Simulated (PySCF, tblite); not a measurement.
# C₂H₆ClSi₄ radical: geometry, infrared bands and EPR parameters

Wanted: the infrared bands and EPR parameters of C₂H₆ClSi₄ radical (`C#C[Si@@H]1[SiH2][SiH][Si@H]1Cl`), by calculation.

The runs use tblite 0.8.0 and PySCF 2.14.0, with density-fitted response routines of our own; the level of theory stands in each step. All values are computed, except where a source is named. Atoms count from 0, in the outputs and in this text.

### Step 1. The molecule as given

13 atoms, charge 0, multiplicity 2; geometry from: force field or distance geometry start.

Bonds of the start (Å): C0–C1 1.20, C1–Si2 1.86, Si2–Si3 2.28, Si3–Si4 2.29, Si4–Si5 2.29, Si5–Cl6 2.04, Si5–Si2 2.28, C0–H7 1.06, Si2–H8 1.49, Si3–H9 1.50, Si3–H10 1.49, Si4–H11 1.49, Si5–H12 1.49.

### Step 2. Relaxing the molecule with GFN2-xTB

What the job is given:

```
{"job": {"kind": "relax", "xc": "GFN2-xTB", "basis": "xTB"}, "charge": 0, "multiplicity": 2}
C      2.884200     0.977700    -0.791900
C      1.953400     0.582400    -0.139000
Si     0.550500    -0.050200     0.901800
Si    -0.514200    -1.807100    -0.086200
Si    -1.916200    -0.315000    -1.122800
Si    -1.370000     1.133700     0.564500
Cl    -2.698600     0.995000     2.102500
H      3.699200     1.341400    -1.372000
H      0.917800    -0.272000     2.325400
H     -1.281300    -2.662400     0.882500
H      0.302700    -2.613700    -1.032200
H     -1.300800     0.133800    -2.406700
H     -1.231000     2.556800     0.156300
```

Command:

```sh
OMP_NUM_THREADS=1 python probes_run.py task.json out
```

This one command runs all jobs of the session in turn.

Log:

```text
step      E/eV     max force
  0    -507.47486    1.751
  1    -507.57595    0.914
  2    -507.58077    3.280
  3    -507.64295    0.778
  4    -507.66889    0.708
  5    -507.75855    1.058
  6    -507.79206    0.609
  7    -507.81128    0.378
  8    -507.82900    0.446
  9    -507.84283    0.458
 10    -507.85315    0.314
 11    -507.85870    0.174
 12    -507.86113    0.131
 13    -507.86318    0.138
 14    -507.86582    0.193
 15    -507.86914    0.220
 16    -507.87241    0.208
 17    -507.87509    0.177
 18    -507.87734    0.146
 19    -507.87903    0.120
 20    -507.88015    0.106
 21    -507.88111    0.100
 22    -507.88226    0.107
 23    -507.88410    0.172
 24    -507.88704    0.202
 25    -507.89071    0.211
 26    -507.89386    0.198
 27    -507.89609    0.143
 28    -507.89757    0.101
 29    -507.89841    0.070
 30    -507.89901    0.065
 31    -507.89960    0.074
 32    -507.90041    0.089
 33    -507.90146    0.102
 34    -507.90246    0.070
 35    -507.90322    0.068
 36    -507.90396    0.074
 37    -507.90500    0.121
 38    -507.90656    0.156
 39    -507.90855    0.149
 40    -507.91052    0.134
 41    -507.91229    0.163
 42    -507.91300    0.165
 43    -507.91496    0.123
 44    -507.91577    0.062
 45    -507.91659    0.057
 46    -507.91714    0.095
 47    -507.91831    0.136
 48    -507.91980    0.153
 49    -507.92237    0.181
 50    -507.92428    0.130
 51    -507.92523    0.067
 52    -507.92584    0.094
 53    -507.92656    0.105
 54    -507.92764    0.158
 55    -507.92963    0.189
 56    -507.93201    0.151
 57    -507.93374    0.111
 58    -507.93465    0.080
 59    -507.93522    0.084
 60    -507.93605    0.100
 61    -507.93741    0.117
 62    -507.93906    0.116
 63    -507.94024    0.075
 64    -507.94094    0.061
 65    -507.94137    0.052
 66    -507.94180    0.050
 67    -507.94229    0.054
 68    -507.94285    0.053
 69    -507.94332    0.045
 70    -507.94371    0.045
 71    -507.94410    0.044
 72    -507.94451    0.045
 73    -507.94485    0.038
 74    -507.94514    0.054
 75    -507.94554    0.069
 76    -507.94635    0.084
 77    -507.94760    0.130
 78    -507.94882    0.150
 79    -507.94946    0.138
 80    -507.95006    0.057
 81    -507.95028    0.044
 82    -507.95051    0.037
 83    -507.95098    0.088
 84    -507.95178    0.069
 85    -507.95283    0.105
 86    -507.95354    0.092
 87    -507.95421    0.063
 88    -507.95449    0.049
 89    -507.95471    0.045
 90    -507.95492    0.064
 91    -507.95508    0.055
 92    -507.95524    0.035
 93    -507.95537    0.027
 94    -507.95551    0.031
 95    -507.95564    0.040
 96    -507.95572    0.049
 97    -507.95577    0.028
 98    -507.95580    0.015
 99    -507.95582    0.009
```

It took 1.1 s on 1 thread of Arm Neoverse V1, shared host.

Step by step: (not every step is listed)

| step | energy from step 0 (eV) | largest force (eV/Å) |
| --- | --- | --- |
| 0 | 0.0000 | 1.7509 |
| 1 | -0.1011 | 0.9142 |
| 2 | -0.1059 | 3.2803 |
| 3 | -0.1681 | 0.7781 |
| 4 | -0.1940 | 0.7083 |
| 5 | -0.2837 | 1.0580 |
| 6 | -0.3172 | 0.6089 |
| 7 | -0.3364 | 0.3778 |
| 8 | -0.3541 | 0.4460 |
| 16 | -0.3976 | 0.2077 |
| 24 | -0.4122 | 0.2024 |
| 32 | -0.4256 | 0.0891 |
| 40 | -0.4357 | 0.1344 |
| 48 | -0.4449 | 0.1525 |
| 56 | -0.4572 | 0.1511 |
| 64 | -0.4661 | 0.0612 |
| 72 | -0.4697 | 0.0452 |
| 80 | -0.4752 | 0.0575 |
| 88 | -0.4796 | 0.0485 |
| 94 | -0.4807 | 0.0315 |
| 95 | -0.4808 | 0.0404 |
| 96 | -0.4809 | 0.0485 |
| 97 | -0.4809 | 0.0279 |
| 98 | -0.4809 | 0.0153 |
| 99 | -0.4810 | 0.0090 |

Close pairs (by a distance rule), those that changed most:

| bond | before (Å) | after (Å) | change (Å) |
| --- | --- | --- | --- |
| Si2–Si5 | 2.281 | 2.366 | +0.084 |
| Si2–Si3 | 2.280 | 2.364 | +0.084 |
| Si3–Si4 | 2.295 | 2.346 | +0.051 |
| Si4–Si5 | 2.290 | 2.338 | +0.048 |
| Si5–Cl6 | 2.037 | 2.078 | +0.040 |
| Si3–H9 | 1.503 | 1.473 | -0.030 |
| Si4–H11 | 1.493 | 1.476 | -0.017 |
| Si5–H12 | 1.487 | 1.470 | -0.017 |

The end geometry stands in the next job.

### Step 3. Vibrational analysis with GFN2-xTB

What the job is given:

```
{"job": {"kind": "ir", "xc": "GFN2-xTB", "basis": "xTB"}, "charge": 0, "multiplicity": 2}
C      3.093278     0.956334    -0.338115
C      2.080781     0.552514     0.171603
Si     0.506359    -0.071123     0.912800
Si    -0.363913    -1.864666    -0.357593
Si    -2.222183    -0.508621    -0.819626
Si    -1.311125     1.320406     0.315696
Cl    -2.507020     1.816803     1.940451
H      3.983418     1.306889    -0.777275
H      0.864074    -0.298721     2.321237
H     -0.716235    -3.098151     0.365915
H      0.511308    -2.366108    -1.428668
H     -2.919427    -0.404541    -2.115925
H     -1.003703     2.659472    -0.208229
```

Log:

```text
mode    cm-1     km/mol
  1      37.3      1.04
  2      63.9      0.88
  3      71.9      0.35
  4     105.1      0.69
  5     142.4      3.12
  6     196.8     10.56
  7     219.2      9.20
  8     235.9      7.32
  9     246.4      6.31
 10     330.0      5.54
 11     340.1     19.62
 12     352.8     36.16
 13     368.5     15.60
 14     374.0      7.09
 15     390.0     43.49
 16     422.5      8.06
 17     469.5    104.46
 18     483.5     36.63
 19     531.3    243.19
 20     574.4    386.56
 21     614.5     40.74
 22     654.7    213.57
 23     663.9     23.35
 24     679.1     23.99
 25     691.1     78.65
 26     847.2    301.90
 27    2100.3    422.70
 28    2123.7    258.91
 29    2133.7    264.10
 30    2155.3    345.02
 31    2162.2    318.82
 32    2190.3      6.60
 33    3346.6      2.12
```

It took 0.74 s on 1 thread of Arm Neoverse V1, shared host.

Which atoms move in the most intense modes:

| cm⁻¹ | km/mol | atoms |
| --- | --- | --- |
| 531 | 243.2 | H8 51 %, H11 20 % |
| 574 | 386.6 | H9 46 %, H10 23 % |
| 847 | 301.9 | H9 49 %, H10 46 % |
| 2100 | 422.7 | H11 95 % |
| 2124 | 258.9 | H12 95 % |
| 2134 | 264.1 | H9 57 %, H10 33 % |
| 2155 | 345.0 | H8 51 %, H9 27 %, H10 18 % |
| 2162 | 318.8 | H10 45 %, H8 40 %, H9 12 % |

### Step 4. EPR parameters: B3LYP/pcH-1

The job, as its differences from that of step 3:

```diff
@@ -1,2 +1,2 @@
-{"job": {"kind": "ir", "xc": "GFN2-xTB", "basis": "xTB"}, "charge": 0, "multiplicity": 2}
+{"job": {"kind": "epr", "basis": "pcH-1"}, "charge": 0, "multiplicity": 2}
 C      3.093278     0.956334    -0.338115
```

With the program's defaults for keys left out, this is: UKS B3LYP, pcH-1 on C Cl H Si, non-relativistic, mean-field spin-orbit, GIAO.

Log:

```text
UKS, coarse grid
  cycle   1  E = -1697.92728539  |g| = 3.78e-01
  cycle   2  E = -1697.89516450  |g| = 4.19e-01
  cycle   3  E = -1697.98893944  |g| = 6.97e-02
  cycle   4  E = -1697.99031554  |g| = 4.85e-02
  cycle   5  E = -1697.99141142  |g| = 1.46e-02
  cycle   6  E = -1697.99152842  |g| = 4.28e-03
  cycle   7  E = -1697.99154196  |g| = 8.40e-04
  cycle   8  E = -1697.99154264  |g| = 4.42e-04
UKS, final grid
  cycle   1  E = -1697.99154166  |g| = 5.07e-04
  cycle   2  E = -1697.99154154  |g| = 6.98e-04
  cycle   3  E = -1697.99154182  |g| = 1.88e-04
  cycle   4  E = -1697.99154184  |g| = 2.46e-05
  cycle   5  E = -1697.99154184  |g| = 1.49e-05
E = -1697.99154184 Eh   <S^2> = 0.7536 (exact 0.7500)
g shifts (ppm)      1          2          3
  rmc          -118       -118       -118
  gc              9         19         33
  oz_so        -140        735       4007
  total        -249        636       3923
hyperfine (MHz)  atom isotope    a_iso     a_fc   dipolar eigenvalues
    0   13C      -0.65      -0.65     -0.32     -0.11      0.43
    1   13C      -3.42      -3.42     -0.28     -0.04      0.32
    2  29Si     -11.28     -11.29     -2.94      1.09      1.86
    3  29Si       4.82       4.84     -4.79      1.27      3.52
    4  29Si    -276.76    -277.61   -164.97     81.79     83.18
    5  29Si      13.30      13.20     -9.90      2.89      7.01
    6  35Cl       9.16       9.06     -3.01     -2.49      5.50
    7    1H       0.14       0.14     -0.28     -0.21      0.49
    8    1H      27.42      27.42     -0.98     -0.53      1.52
    9    1H      30.50      30.51     -2.21     -1.16      3.37
   10    1H      52.09      52.09     -2.00     -0.51      2.50
   11    1H     -11.53     -11.56     -9.71      2.33      7.38
   12    1H      26.70      26.71     -2.04     -0.66      2.71
```

It took 1.9 min on 1 thread of Arm Neoverse V1, shared host; peak memory 1.1 GiB.

Principal g values 2.00207, 2.00296, 2.00624; g(iso) = 2.00376, against 2.00232 for a free electron.

Hyperfine couplings, nucleus by nucleus at this fixed geometry (no averaging over rotations):

| nuclei | isotope | a(iso) (MHz) | a(iso) (G, at g = 2.0023) | largest dipolar term (MHz) |
| --- | --- | --- | --- | --- |
| Si4 | 29Si | -276.8 | -98.8 | -165.0 |
| H10 | 1H | 52.1 | 18.6 | 2.5 |
| H9 | 1H | 30.5 | 10.9 | 3.4 |
| H8 | 1H | 27.4 | 9.8 | 1.5 |
| H12 | 1H | 26.7 | 9.5 | 2.7 |
| Si5 | 29Si | 13.3 | 4.7 | -9.9 |
| H11 | 1H | -11.5 | -4.1 | -9.7 |
| Si2 | 29Si | -11.3 | -4.0 | -2.9 |
| Cl6 | 35Cl | 9.2 | 3.3 | 5.5 |
| Si3 | 29Si | 4.8 | 1.7 | -4.8 |
| C1 | 13C | -3.4 | -1.2 | 0.3 |
| C0 | 13C | -0.7 | -0.2 | 0.4 |
| H7 | 1H | 0.1 | 0.1 | 0.5 |

Mulliken spin populations:

C0 0.00; C1 0.00; Si2 0.00; Si3 -0.01; Si4 0.93; Si5 0.02; Cl6 0.01; H7 0.00; H8 0.02; H9 0.01; H10 0.03; H11 -0.02; H12 0.01

In first order the couplings over 0.8 MHz of 1H, 35Cl give 128 distinct lines over 62.7 G.

The fields below are evaluated on a grid from the run's orbitals.

ELF in a plane through or near 3 of the atoms.

Values, 10 rows by 14 columns:
```
0.00 0.00 0.00 0.00 0.00 0.00 0.00 0.00 0.00 0.00 0.00 0.00 0.00 0.00
0.00 0.00 0.00 0.00 0.00 0.00 0.01 0.04 0.00 0.03 0.00 0.00 0.00 0.00
0.00 0.00 0.00 0.00 0.00 0.00 0.37 0.99 0.43 0.07 0.04 0.00 0.00 0.00
0.00 0.00 0.01 0.14 0.25 0.04 0.09 0.85 0.15 0.27 0.02 0.00 0.00 0.00
0.00 0.00 0.59 0.68 0.82 0.63 0.12 0.49 0.70 0.91 0.58 0.20 0.00 0.00
0.00 0.01 0.86 0.76 0.86 0.67 0.19 0.12 0.54 0.58 0.62 0.49 0.01 0.00
0.00 0.00 0.02 0.27 0.42 0.12 0.09 0.34 0.77 0.82 0.45 0.14 0.00 0.00
0.00 0.00 0.00 0.00 0.00 0.01 0.97 1.00 0.50 0.17 0.02 0.00 0.00 0.00
0.00 0.00 0.00 0.00 0.00 0.01 0.89 0.98 0.15 0.01 0.00 0.00 0.00 0.00
0.00 0.00 0.00 0.00 0.00 0.00 0.00 0.01 0.00 0.00 0.00 0.00 0.00 0.00
```
The map spans 13.4 Å across and 10.8 Å up, centred on the molecule. Atoms in the plane (x, y in Å): C0 (-3.2, 0.1), Si4 (2.3, -0.3), H10 (0.1, -2.7).

log10 of the density (e/Å³) in the same plane.

Ten even steps from ' ' (-4.0) to '@' (1.8):
```
                                                        
                          ..............                
                        ..::::::::::::::..              
                      ..::--====--------::..            
                    ..::--==++++++====----::            
            ....::::::::--++****++++==----::..          
        ..::------------==++******++++==--::..          
      ..----==============++++####**++==----::..        
    ..::==++********++++==++++********++====--::..      
    ..--++**##@@####**++++++++++****##**++==--::..      
    ..--==++**####****++======++++##@@%%++++--::..      
    ..::--==++++++++++====++++++********++==--::..      
      ..::----========--==++++******++++====--::..      
        ....::::::::----==******++++====----::..        
              ......::--++**##**++==----::::..          
                  ..::--==****++==----::::..            
                    ..::--======--::::....              
                      ..::----::::....                  
                        ..........                      
                                                        
```
The map spans 13.4 Å across and 10.8 Å up, centred on the molecule. Atoms in the plane (x, y in Å): C0 (-3.2, 0.1), Si4 (2.3, -0.3), H10 (0.1, -2.7).

On the surface of density 0.002 e/bohr³ the electrostatic potential runs, from the 1st to the 99th percentile, from -0.65 V near C1 to 1.55 V near H7.

The spin density lies nearest to Si4 67 %; H11 10 %; Si5 6 %.

### Step 5. Summary of results

| quantity | value |
| --- | --- |
| strongest single infrared mode (GFN2-xTB) | 2100 cm⁻¹, 423 km/mol |
| zero-point energy (GFN2-xTB) | 37.6 kcal/mol |
| g(iso) (B3LYP) | 2.00376 |
| ⟨S²⟩ | 0.754 (exact 0.75) |
| largest a(iso) | 29Si on Si4, -276.8 MHz |
| potential on the surface of density 0.002 e/bohr³, 1st and 99th percentile | -0.65 V and 1.55 V |

**Reading.** Over 99 steps the energy fell by 0.481 eV; of the close pairs, Si2–Si5 changed most, 2.281 to 2.366 Å. No mode is imaginary among the 33: a minimum at this level. The strongest single mode, at 2100 cm⁻¹, moves mainly H11. GFN2-xTB is a fitted tight-binding method: band positions and strengths are rough. Its intensities can rank the bands wrongly. Most of the unpaired spin sits on Si4 (0.93 e). The isotropic g lies 1.4 ppt above the free-electron value. These values are for one conformer; the search (at its own cheap level) found 2 more, at 0.00, 0.20 kcal/mol (those within 0.05 may be mirror or relabelled copies), and measured spectra average over such forms.
